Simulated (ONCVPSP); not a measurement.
**N: generating and testing an ONCV potential**

Do these settings give a usable potential? It is generated, then checked for transferability, scattering, ghosts and hardness.

Method: ONCVPSP 4.0.1, PBEsol, fully relativistic.

### Step 1. The design

Typed settings, in words:

```
element                 : nitrogen (N, Z = 7)
type                    : optimised norm-conserving Vanderbilt (ONCV)
frozen core             : [He]
valence charge          : 5
reference configuration : 2s1 2p4
partial waves           : 2s: rc 0.85 bohr, ncon 3, nbas 7, qcut 8.4 1/bohr, local; 2p: rc 2.50 bohr, ncon 5, nbas 9, qcut 6.5 1/bohr, 2 projectors, debl 2.4 Ha
local potential         : the s channel
core correction         : not asked for
```

### Step 2. Generating the potential

N.dat reads:

```
# ATOM AND REFERENCE CONFIGURATION
# atsym  z   nc   nv     iexc    psfile
  N 7.00    1    2  -116133      upf
#
#   n    l    f
    1    0    2.00
    2    0    1.00
    2    1    4.00
#
# PSEUDOPOTENTIAL AND OPTIMIZATION
# lmax
    1
#
#   l,   rc,      ep,       ncon, nbas, qcut
    0    0.85    0.00    3    7    8.40
    1    2.50    0.00    5    9    6.50
#
# LOCAL POTENTIAL
# lloc, lpopt,  rc(5),   dvloc0
    0    5    0.85    0.00
#
# VANDERBILT-KLEINMAN-BYLANDER PROJECTORs
# l, nproj, debl
    0    0    1.80
    1    2    2.40
#
# MODEL CORE CHARGE
# icmod, fcfact, rcfact
    0    0.00    0.00
#
# LOG DERIVATIVE ANALYSIS
# epsh1, epsh2, depsh
   -2.00    5.00    0.02
#
# OUTPUT GRID
# rlmax, drl
    6.00    0.01
#
# TEST CONFIGURATIONS
# ncnf
    4
# nvcnf
#   n    l    f
    2
    2    0    2.00
    2    1    3.00
#
    2
    2    0    2.00
    2    1    2.00
#
    2
    2    0    2.00
    2    1    1.00
#
    2
    2    0    2.00
    2    1    0.00
#
```

Launch:

```bash
oncvpspr.x < N.dat > N.out
```

Q: Predict the outcome of this session. Wanted: cutoffs for 1 and 0.1 mHa per electron, occupied waves; bound ghosts; GHOST(+) flags; largest test error; largest phase difference near zero energy, channels read.

**Answer**, as computed:

```
                                                quantity                   value
  cutoffs for 1 and 0.1 mHa per electron, occupied waves         29 Ha and 40 Ha
                                            bound ghosts              none found
                                          GHOST(+) flags      none at low energy
                            largest test error (AE − PS)  +3374 meV, for 2s2 2p0
largest phase difference near zero energy, channels read               0.006 rad
```

What this shows: By total energies transferability is poor: the largest error is 3374 meV on 77.7 eV, for 2s2 2p0. That test lies far up in energy; among those under 40 eV, nearer to bonding, the largest error is 1132 meV. By its cutoff, 29 Ha for the looser tolerance, it is of middling hardness. At the looser tolerance the 2s wave is the slowest; 2p needs 14 Ha. No bound ghost shows below the valence levels. Near zero energy the phases of the channels with partial waves agree within 0.006 rad. These are tests on the free atom; a crystal test is still owed.
